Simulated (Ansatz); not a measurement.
**F₃HOSW: how energies converge with the basis set**

How large a basis does F₃HOSW need? Two functionals are run in growing sets.

Program: Ansatz 0.2.0, Gaussian basis. Level of theory: one geometry, several basis sets. These are calculated values, not measurements.

Levels to be run: PBE0-D4/def2-SVP; ωB97M-V/def2-SVP; PBE0-D4/def2-QZVPP; ωB97M-V/def2-QZVPP; the functionals' def2-TZVPP values are taken from earlier runs.

**1. The relaxed structure**

The geometry comes from an earlier relaxation with PBE0-D4 in a triple-zeta def2 set; it is a stationary point, not always the lowest conformer. W takes the def2 core potential; no spin-orbit term is included.

SMILES `[OH][W]([F])([F])([F])=[S]`, 7 atoms, charge 0, spin multiplicity 1.

Atoms are counted from 1 here; the program's logs count them from 0.

Bond lengths: O1–W2 1.870 Å, O1–H7 0.961 Å, W2–F3 1.847 Å, W2–F4 1.866 Å, W2–F5 1.855 Å, W2–S6 2.101 Å. Angles: W2–O1–H7 124.7°, O1–W2–F3 86.5°, O1–W2–F4 85.4°, O1–W2–F5 144.0°, O1–W2–S6 108.0°, F3–W2–F4 152.6°, F3–W2–F5 86.9°, F3–W2–S6 104.6°, F4–W2–F5 84.3°, F4–W2–S6 102.8°, F5–W2–S6 107.9°.

Coordinates:

```xyz
7

O     0.37807   -1.43209    0.43097
W     0.08273    0.33580   -0.10262
F     1.91999    0.49173   -0.21268
F    -1.56721   -0.28249   -0.71808
F    -0.00107    1.46710   -1.57074
S    -0.44259    1.44896    1.60031
H    -0.30872   -2.09701    0.52703
```

**2. PBE0-D4 in def2-SVP**

The input, in.yaml:

```yaml
crystal:
  periodic: [false, false, false]
  atoms:
    - {symbol: O, position_ang: [0.378075, -1.432092, 0.430968]}
    - {symbol: W, position_ang: [0.082727, 0.335796, -0.102623]}
    - {symbol: F, position_ang: [1.919990, 0.491729, -0.212678]}
    - {symbol: F, position_ang: [-1.567212, -0.282487, -0.718076]}
    - {symbol: F, position_ang: [-0.001071, 1.467103, -1.570736]}
    - {symbol: S, position_ang: [-0.442592, 1.448964, 1.600312]}
    - {symbol: H, position_ang: [-0.308717, -2.097013, 0.527034]}
basis:
  gaussian: {orbitals: def2-SVP}
hamiltonian: {xc: pbe0, dispersion: d4}
output: {orbitals: {seedname: orbitals}}
```

Started as:

```
$ ansatz run in.yaml --threads 4 --pin off --events-out ev --progress --plain --max-ram 10444MiB
```

Further steps of the session: ωB97M-V in def2-SVP; PBE0-D4 in def2-QZVPP; ωB97M-V in def2-QZVPP.

Before running them: what should the planned runs give, taken together? Wanted: PBE0-D4: double and triple zeta above quadruple; ωB97M-V: double and triple zeta above quadruple.

**Answer**, as computed:

```
                                       quantity           value
PBE0-D4: double and triple zeta above quadruple  18.02, 0.89 eV
ωB97M-V: double and triple zeta above quadruple  18.21, 0.84 eV
```

In words: PBE0-D4 gains 17.12 eV from double to triple zeta, then 0.89 eV more. Total energies overstate the basis error of differences, where much of it tends to cancel.
